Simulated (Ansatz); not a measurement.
**ZrH2 (quintet): wave-function methods side by side at angle H2–Zr1–H3 = 107.4°, def2-SVP**

The task here is to estimate one member of a computed series from the others.

Computed with Ansatz 0.2.0, Gaussian basis. Level: def2-SVP, core rule «outside noble gas», up to 4 orbitals frozen.

Plan: UHF; CCSD(T) on ROHF; CCSD(T) on UHF; CISD; CCSDT(Q) on ROHF; CCSDT(Q) on UHF; CASSCF and MRCISD+Q, 6 electrons in 6 orbitals; CASSCF and NEVPT2, 6 electrons in 6 orbitals; Full CI.

25 further runs of the same task are left out: 18 for a known fault of the program, 7 that didn't finish.

**The system**

The geometry derives from a PBE0/def2-TZVP stationary point (not a proven minimum). One angle is set to the value named; bond lengths are kept. No spin-orbit coupling is included. Elements past krypton take def2 core potentials.

3 atoms, charge 0, spin multiplicity 5.

Atoms are counted from 1 here; the program's logs count them from 0.

Bond lengths: Zr1–H2 1.969 Å, Zr1–H3 1.969 Å. Angles: H2–Zr1–H3 107.4°.

As a file:

```
Zr   -0.0252    0.0000    0.0000
H     1.1404    0.0000   -1.5867
H     1.1404    0.0000    1.5867
```

Set-up of the first run:

The input, in.yaml:

```yaml
crystal:
  periodic: [false, false, false]
  atoms:
    - {symbol: Zr, position_ang: [-0.025200, 0.000000, 0.000000]}
    - {symbol: H, position_ang: [1.140356, 0.000000, -1.586712]}
    - {symbol: H, position_ang: [1.140356, 0.000000, 1.586712]}
basis:
  gaussian: {orbitals: def2-SVP}
magnetization: {spin_polarized: true, initial_magnetization: 4}
hamiltonian: {xc: hf}
output: {orbitals: {seedname: orbitals}}
```

On the command line:

```bash
ansatz run in.yaml --threads 1 --pin off --events-out ev --progress --plain --max-ram 2393MiB
```

Among the steps run: UHF; CCSD(T) on ROHF; CCSD(T) on UHF; CISD; CCSDT(Q) on ROHF; CCSDT(Q) on UHF; CASSCF and MRCISD+Q, 6 electrons in 6 orbitals; CASSCF and NEVPT2, 6 electrons in 6 orbitals; Full CI.

One table of the session follows, with a row left open; its other results are not shown here.

| method | from FCI (meV) |
| --- | --- |
| UHF | +1750.4 |
| RMP2 | +756.0 |
| UMP2 | +521.6 |
| RCCSD | +154.3 |
| UCCSD | +71.5 |
| RCCSD(T) | ? |
| UCCSD(T) | +21.0 |
| RCCSDT | +0.3 |
| UCCSDT | -32.8 |
| RCCSDT(Q) | -4.5 |
| UCCSDT(Q) | -41.6 |
| CASSCF pair | +1430.7 |
| NEVPT2 pair | +630.5 |
| MRCISD pair | +186.9 |
| MRCISD+Q pair | +126.2 |
| FCI | 0 |

Estimate the missing values for RCCSD(T).

**Answer.** from FCI (meV): +57.0. In the column «from FCI (meV)» it lies between UCCSD(T) (+21.0) and UCCSD (+71.5).

Among the levels timed on like hardware and quicker than the yardstick, those that no quicker one beats, quickest first: NEVPT2 pair (2.9 s, +630.5 meV); MRCISD+Q pair (3.1 s, +126.2 meV); UCCSD(T) (9 s, +21.0 meV); RCCSDT(Q) (22 s, -4.5 meV).

Not comparable, so not listed: CISD (they don't share determinant, frozen orbitals or solution with the rows shown, or repeat one).

To keep in mind: The report flags that the cluster equations may have other roots. The yardstick is full CI for this spin, exact in this basis with these frozen cores. Left out of the table: ROHF (another determinant or state than the rows shown). The program flags RCCSD(T), RCCSDT(Q) as in doubt, so those rows may rest on another solution; read them beside their warnings. UCCSDT, RCCSDT(Q), UCCSDT(Q) fall below full CI: unrestricted runs freeze a spin-polarised core, another one than full CI's, and coupled cluster isn't variational. Of the multireference levels listed MRCISD+Q pair comes nearest in total energy (+126.2 meV), which doesn't show that its space is the better one. Levels on UHF freeze UHF's core orbitals, full CI those of ROHF, so the U rows can settle a little off it for that reason alone. Restricted and unrestricted rows rest on different reference determinants; where their highest levels disagree by more than a few hundredths of an eV, they describe different states and don't form one ladder. Warnings in the runs' records: other roots.
